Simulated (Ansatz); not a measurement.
# CH4N2OSi: small, medium and large basis sets

An exercise on one series of results from a longer session: the logs are not shown, and one member is left open.

Program: Ansatz 0.2.0, Gaussian basis. Level of theory: one geometry, several basis sets. These are calculated values, not measurements.

Plan: PBE0-D4/def2-SVP; ωB97M-V/def2-SVP; PBE0-D4/def2-QZVPP; ωB97M-V/def2-QZVPP; the functionals' def2-TZVPP values are taken from earlier runs.

## Structure used throughout

All runs share one geometry, relaxed beforehand with PBE0-D4 in a triple-zeta def2 set.

SMILES `N=C1O[SiH]1N`, 9 atoms, charge 0, spin multiplicity 1.

Atoms are counted from 1 here; the program's logs count them from 0.

Bond lengths: N1–C2 1.245 Å, N1–H6 1.023 Å, C2–O3 1.416 Å, C2–Si4 1.788 Å, O3–Si4 1.688 Å, Si4–N5 1.679 Å, Si4–H7 1.474 Å, N5–H8 1.005 Å, N5–H9 1.006 Å. Angles: C2–N1–H6 111.3°, N1–C2–O3 131.1°, N1–C2–Si4 166.5°, O3–C2–Si4 62.3°, C2–O3–Si4 69.7°, C2–Si4–O3 48.0°, C2–Si4–N5 125.2°, C2–Si4–H7 124.4°, O3–Si4–N5 120.7°, O3–Si4–H7 116.7°, N5–Si4–H7 108.3°, Si4–N5–H8 122.5°, Si4–N5–H9 124.1°, H8–N5–H9 113.4°.

Set-up of the first run:

in.yaml reads:

```yaml
crystal:
  periodic: [false, false, false]
  atoms:
    - {symbol: N, position_ang: [0.610874, 2.283914, 0.755788]}
    - {symbol: C, position_ang: [0.560041, 1.095557, 0.386411]}
    - {symbol: O, position_ang: [0.935138, -0.100734, 1.044567]}
    - {symbol: Si, position_ang: [0.289754, -0.446908, -0.476037]}
    - {symbol: N, position_ang: [-1.189198, -1.228363, -0.621830]}
    - {symbol: H, position_ang: [1.004714, 2.364818, 1.696262]}
    - {symbol: H, position_ang: [1.213350, -1.015971, -1.474573]}
    - {symbol: H, position_ang: [-1.324261, -2.018822, -1.228152]}
    - {symbol: H, position_ang: [-2.012012, -0.979690, -0.099535]}
basis:
  gaussian: {orbitals: def2-SVP}
hamiltonian: {xc: pbe0, dispersion: d4}
output: {orbitals: {seedname: orbitals}}
```

On the command line:

```
$ ansatz run in.yaml --threads 2 --pin off --events-out ev --progress --plain --max-ram 4352MiB
```

Among the steps run: PBE0-D4 in def2-SVP; ωB97M-V in def2-SVP; PBE0-D4 in def2-QZVPP; ωB97M-V in def2-QZVPP.

One of the session's tables, all rows but one given; the rest of the session is left out.

It belongs to the step «Functionals by basis». 

| functional | basis | HOMO (eV) | LUMO (eV) |
| --- | --- | --- | --- |
| PBE0-D4 | def2-SVP | -6.98 | 0.18 |
| PBE0-D4 | def2-TZVPP | -7.24 | -0.27 |
| PBE0-D4 | def2-QZVPP | -7.29 | -0.41 |
| ωB97M-V | def2-SVP | -9.21 | 2.31 |
| ωB97M-V | def2-TZVPP | ? | ? |
| ωB97M-V | def2-QZVPP | -9.56 | 1.23 |

Q: Estimate the row for ωB97M-V, def2-TZVPP from the others.

**Answer.** HOMO (eV): -9.50; LUMO (eV): 1.57. In the column «HOMO (eV)» it lies between ωB97M-V, def2-QZVPP (-9.56) and ωB97M-V, def2-SVP (-9.21).
